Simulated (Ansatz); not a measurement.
# K+ with H2S: superposition error and deformation, part 2 of 2

Ansatz 0.2.0, Gaussian basis. The steps go on from the part before.

### 12 wB97X-V/def2-TZVPPD

File free-b/in.yaml:

```yaml
crystal:
  periodic: [false, false, false]
  atoms:
    - {symbol: S, position_ang: [0.292712, 0.413730, 0.581600]}
    - {symbol: H, position_ang: [-0.977071, 0.361297, 1.010724]}
    - {symbol: H, position_ang: [0.564398, -0.806882, 1.066936]}
basis:
  gaussian: {orbitals: "def2-TZVPPD.json"}
hamiltonian: {xc: {name: wB97X-V}}
```

The run is started by

```console
$ ansatz run in.yaml --threads 2 --pin off --events-out ev --progress --plain --max-ram 5222MiB
```

Log (excerpt; [...] marks lines left out):

```text
Functional definition: wB97X-V
  name "wB97X-V"
  cite "Mardirossian & Head-Gordon, Phys. Chem. Chem. Phys. 16, 9904 (2014) doi:10.1039/C3CP54374A"
  cite "Becke, J. Chem. Phys. 107, 8554 (1997) doi:10.1063/1.475007"
  cite "Vydrov & Van Voorhis, J. Chem. Phys. 133, 244103 (2010) doi:10.1063/1.3521275"
[...]
      + integral(e_c_pw_opposite_spin*poly(b97_u_opposite, cos0, cos1)) + vv10(b, c)
457 factors; their error is unknown
112 factors; integrals over basis functions are off by at most 4.3e-5 eV
[...]
mean field -10866.69281215 eV, -399.3435951375 hartree, gradient 1.5e-5 eV, S^2 0.000000; 0 other end points of the search recorded, 0 dependent functions left out
reference -10866.69280993 eV, -399.3435950561 hartree; 9, 9 occupied and 76, 76 virtual orbitals, 457 factors
Total energy: -10866.69280993 eV, -399.3435950561 hartree
```

Wall time 1.4 s (2 threads of Intel Xeon Platinum 8259CL at 2.50GHz, shared host).

### 13 wB97M-V/def2-TZVPPD

Edit free-b/in.yaml of step 12 so:

```diff
@@ -8,2 +8,2 @@
   gaussian: {orbitals: "def2-TZVPPD.json"}
-hamiltonian: {xc: {name: wB97X-V}}
+hamiltonian: {xc: {name: wB97M-V}}
```

The run is started by

```console
$ ansatz run in.yaml --threads 2 --pin off --events-out ev --progress --plain --max-ram 5222MiB
```

Log (excerpt; [...] marks lines left out):

```text
[... 5 set-up lines as earlier in the session ...]
  # Of w^i u^j: cxij and so on, Table III.
[...]
  gx(w, u) = 1 - cx + cx01*u + cx10*w
  gss(w, u) = css00 + css04*u^4 + css10*w + css20*w^2 + css43*w^4*u^3
  gos(w, u) = cos00 + cos10*w + (cos20 + cos21*u)*w^2 + (cos60 + cos61*u)*w^6
[...]
      + integral(e_c_pw_mod_opposite_spin*gos(b97_w_opposite, b97_u_opposite)) + vv10(b, c)
436 factors; their error is unknown
112 factors; integrals over basis functions are off by at most 4.3e-5 eV
[...]
mean field -10867.54432992 eV, -399.3748878385 hartree, gradient 1.6e-5 eV, S^2 0.000000; 0 other end points of the search recorded, 0 dependent functions left out
reference -10867.54438899 eV, -399.3748900093 hartree; 9, 9 occupied and 76, 76 virtual orbitals, 436 factors
Total energy: -10867.54438899 eV, -399.3748900093 hartree
```

Wall time 1.3 s (2 threads of Intel Xeon Platinum 8259CL at 2.50GHz, shared host).

### 14 B2PLYP/def2-TZVPPD

Edit free-b/in.yaml of step 13 so:

```diff
@@ -8,2 +8,2 @@
   gaussian: {orbitals: "def2-TZVPPD.json"}
-hamiltonian: {xc: {name: wB97M-V}}
+hamiltonian: {xc: {name: B2PLYP}}
```

The run is started by

```console
$ ansatz run in.yaml --threads 2 --pin off --events-out ev --progress --plain --max-ram 5222MiB
```

Log (excerpt; [...] marks lines left out):

```text
[... 5 set-up lines as earlier in the session ...]
[...]
471 factors; integrals over basis functions are off by at most 7.7e-4 eV
[...]
mean field -10863.12945171 eV, -399.2126440569 hartree, gradient 2.3e-6 eV, S^2 0.000000; 0 other end points of the search recorded, 0 dependent functions left out
5 core orbitals not correlated: weight in the atoms' cores, before any rotation towards them, 1.000 or more for the frozen orbitals, at most 0.000 for the correlated occupied ones
reference -10863.12958285 eV, -399.2126488762 hartree; 4, 4 occupied and 76, 76 virtual orbitals, 471 factors
second order -6.41017510 eV of doubles, -0.00000000 eV of singles
Total energy: -10864.86033013 eV, -399.2762526655 hartree
```

It took 0.7 s on 2 threads of Intel Xeon Platinum 8259CL at 2.50GHz, shared host.

### 15 BLYP-D4/def2-TZVPPD

Edit free-b/in.yaml of step 14 so:

```diff
@@ -8,2 +8,2 @@
   gaussian: {orbitals: "def2-TZVPPD.json"}
-hamiltonian: {xc: {name: B2PLYP}}
+hamiltonian: {xc: {name: BLYP}, dispersion: d4}
```

The run is started by

```console
$ ansatz run in.yaml --threads 2 --pin off --events-out ev --progress --plain --max-ram 5222MiB
```

Log (excerpt; [...] marks lines left out):

```text
Functional definition: BLYP
  name "BLYP"
[... 2 set-up lines as earlier in the session ...]
  parameter beta = 0.0042
  parameter a = 0.04918
  parameter b = 0.132
  parameter c = 0.2533
  parameter d = 0.349
  exchange = b88_x(beta = beta)
  correlation = lyp_c(a = a, b = b, c = c, d = d)
436 factors; their error is unknown
mean field evaluation 1: about -10867.3636 eV, gradient 1.8e1 eV
mean field evaluation 2: about -10867.1544 eV, gradient 2.2e1 eV
mean field evaluation 4: about -10868.2617 eV, gradient 1.0e0 eV
mean field evaluation 8: about -10868.2526 eV, gradient 1.8e-3 eV
mean field -10868.25264258 eV, -399.4009178487 hartree, gradient 2.5e-5 eV, S^2 0.000000; 0 other end points of the search recorded, 0 dependent functions left out
reference -10868.25293136 eV, -399.4009284610 hartree; 9, 9 occupied and 76, 76 virtual orbitals, 436 factors
Total energy: -10868.28862344 eV, -399.4022401207 hartree
```

It took 0.5 s on 2 threads of Intel Xeon Platinum 8259CL at 2.50GHz, shared host.

### 16 revPBE-D4/def2-TZVPPD

Edit free-b/in.yaml of step 15 so:

```diff
@@ -8,2 +8,2 @@
   gaussian: {orbitals: "def2-TZVPPD.json"}
-hamiltonian: {xc: {name: BLYP}, dispersion: d4}
+hamiltonian: {xc: {name: revPBE}, dispersion: d4}
```

The run is started by

```console
$ ansatz run in.yaml --threads 2 --pin off --events-out ev --progress --plain --max-ram 5222MiB
```

Log (excerpt; [...] marks lines left out):

```text
Functional definition: revPBE
  name "revPBE"
  cite "Zhang & Yang, Phys. Rev. Lett. 80, 890 (1998) doi:10.1103/PhysRevLett.80.890"
[... 1 set-up line as earlier in the session ...]
  parameter kappa = 1.245
[... 3 set-up lines as earlier in the session ...]
436 factors; their error is unknown
mean field evaluation 1: about -10865.7126 eV, gradient 1.6e1 eV
mean field evaluation 2: about -10865.6777 eV, gradient 1.8e1 eV
mean field evaluation 4: about -10866.4708 eV, gradient 9.1e-1 eV
mean field evaluation 8: about -10866.4610 eV, gradient 1.6e-3 eV
mean field -10866.46103384 eV, -399.3350774419 hartree, gradient 3.7e-5 eV, S^2 0.000000; 0 other end points of the search recorded, 0 dependent functions left out
reference -10866.46109682 eV, -399.3350797563 hartree; 9, 9 occupied and 76, 76 virtual orbitals, 436 factors
Total energy: -10866.52137751 eV, -399.3372950308 hartree
```

Wall time 0.4 s (2 threads of Intel Xeon Platinum 8259CL at 2.50GHz, shared host).

### 17 B97M-V/def2-TZVPPD

Edit free-b/in.yaml of step 16 so:

```diff
@@ -8,2 +8,2 @@
   gaussian: {orbitals: "def2-TZVPPD.json"}
-hamiltonian: {xc: {name: revPBE}, dispersion: d4}
+hamiltonian: {xc: {name: B97M-V}}
```

The run is started by

```console
$ ansatz run in.yaml --threads 2 --pin off --events-out ev --progress --plain --max-ram 5222MiB
```

Log (excerpt; [...] marks lines left out):

```text
[... 5 set-up lines as earlier in the session ...]
  # Of w^i u^j: cxij and so on, Table III.
[...]
  gx(w, u) = cx00 + cx01*u + cx02*u^2 + (cx10 + cx11*u)*w
  gss(w, u) = css00 + css02*u^2 + css10*w + (css32*w^3 + css42*w^4)*u^2
  gos(w, u) = cos00 + cos01*u + cos03*u^3 + cos10*w + cos32*w^3*u^2
[...]
      + integral(e_c_pw_mod_opposite_spin*gos(b97_w_opposite, b97_u_opposite)) + vv10(b, c)
436 factors; their error is unknown
[...]
mean field -10865.58997608 eV, -399.3030666596 hartree, gradient 3.1e-5 eV, S^2 0.000000; 0 other end points of the search recorded, 0 dependent functions left out
reference -10865.59004728 eV, -399.3030692762 hartree; 9, 9 occupied and 76, 76 virtual orbitals, 436 factors
Total energy: -10865.59004728 eV, -399.3030692762 hartree
```

Run time: 1.2 s. Hardware: 2 threads of Intel Xeon Platinum 8259CL at 2.50GHz, shared host.

### 18 HSE06-D4/def2-TZVPPD

Edit free-b/in.yaml of step 17 so:

```diff
@@ -8,2 +8,2 @@
   gaussian: {orbitals: "def2-TZVPPD.json"}
-hamiltonian: {xc: {name: B97M-V}}
+hamiltonian: {xc: hse06, dispersion: d4}
```

The run is started by

```console
$ ansatz run in.yaml --threads 2 --pin off --events-out ev --progress --plain --max-ram 5222MiB
```

Log (excerpt; [...] marks lines left out):

```text
Functional definition: HSE06
  name "HSE06"
  cite "Heyd, Scuseria & Ernzerhof, J. Chem. Phys. 118, 8207 (2003) doi:10.1063/1.1564060"
  cite "Krukau, Vydrov, Izmaylov & Scuseria, J. Chem. Phys. 125, 224106 (2006) doi:10.1063/1.2404663"
  cite "Heyd & Scuseria, J. Chem. Phys. 120, 7274 (2004) doi:10.1063/1.1668634"
  cite "Ernzerhof & Perdew, J. Chem. Phys. 109, 3313 (1998) doi:10.1063/1.476928"
[... 2 set-up lines as earlier in the session ...]
[...]
  # The whole range is PBE's own exchange, as in plane waves. The composition of these papers is wPBEh.
[...]
474 factors; their error is unknown
41 factors; integrals over basis functions are off by at most 9.6e-5 eV
[...]
mean field -10864.30226389 eV, -399.2557441094 hartree, gradient 7.2e-6 eV, S^2 0.000000; 0 other end points of the search recorded, 0 dependent functions left out
reference -10864.30231027 eV, -399.2557458140 hartree; 9, 9 occupied and 76, 76 virtual orbitals, 474 factors
Total energy: -10864.31343206 eV, -399.2561545321 hartree
```

It took 0.55 s on 2 threads of Intel Xeon Platinum 8259CL at 2.50GHz, shared host.

### 19 CCSD(T)/def2-TZVPPD

Edit free-b/in.yaml of step 18 so:

```diff
@@ -8,2 +8,2 @@
   gaussian: {orbitals: "def2-TZVPPD.json"}
-hamiltonian: {xc: hse06, dispersion: d4}
+correlation: {method: ccsd_t}
```

The run is started by

```console
$ ansatz run in.yaml --threads 2 --pin off --events-out ev --progress --plain --max-ram 5222MiB
```

Log (excerpt; [...] marks lines left out):

```text
[... 4 set-up lines as earlier in the session ...]
[...]
471 factors; integrals over basis functions are off by at most 7.7e-4 eV
[...]
mean field -10849.41077961 eV, -398.7084921558 hartree, gradient 4.3e-6 eV, S^2 0.000000; 0 other end points of the search recorded, 0 dependent functions left out
5 core orbitals not correlated: weight in the atoms' cores, before any rotation towards them, 1.000 or more for the frozen orbitals, at most 0.000 for the correlated occupied ones
reference -10849.41077961 eV, -398.7084921558 hartree; 4, 4 occupied and 76, 76 virtual orbitals, 471 factors
second order -5.23512091 eV of doubles, -0.00000000 eV of singles
cycle   1  -5.71315240 eV  change   -4.8e-1 eV  update   4.9e-2
[...]
cycle   8  -5.89245694 eV  change    3.7e-6 eV  update   7.4e-6
perturbative correction -0.22659426 eV, -0.0083271855 hartree
Total energy: -10855.52983081 eV, -398.9333631397 hartree
```

Run time: 0.7 s. Hardware: 2 threads of Intel Xeon Platinum 8259CL at 2.50GHz, shared host.

### 20 The split

```csv
method,interaction with counterpoise (meV),without,superposition error,deformation,binding energy
PBE-D4,-479,-483,5,0,-478
revPBE-D4,-450,-454,4,0,-450
BLYP-D4,-464,-469,6,0,-464
r2SCAN-D4,-442,-445,3,1,-441
B97M-V,-444,-447,2,1,-443
PBE0-D4,-471,-475,4,1,-470
B3LYP-D4,-469,-473,5,0,-468
HSE06-D4,-472,-475,4,1,-471
wB97X-V,-455,-460,4,1,-455
wB97M-V,-450,-454,4,1,-449
B2PLYP,-428,-436,8,1,-427
Hartree-Fock,-385,-388,3,0,-385
MP2,-424,-442,18,2,-422
CCSD,-408,-427,19,1,-407
CCSD(T),-412,-431,20,1,-411
```

### 21 Summary of results

What follows sums up all 2 parts.

```
            quantity     value
interaction, CCSD(T)  -412 meV
 superposition error    20 meV
         deformation     1 meV
      binding energy  -411 meV
```

In words: In this basis the superposition error is 20 meV for CCSD(T) and 4 meV on average for the plain functionals: correlated methods borrow far more, since they need many more functions to converge. Deformation takes back 0 % of the interaction. The free shapes are PBE0-D4 minima, so other methods can show a small negative deformation energy.
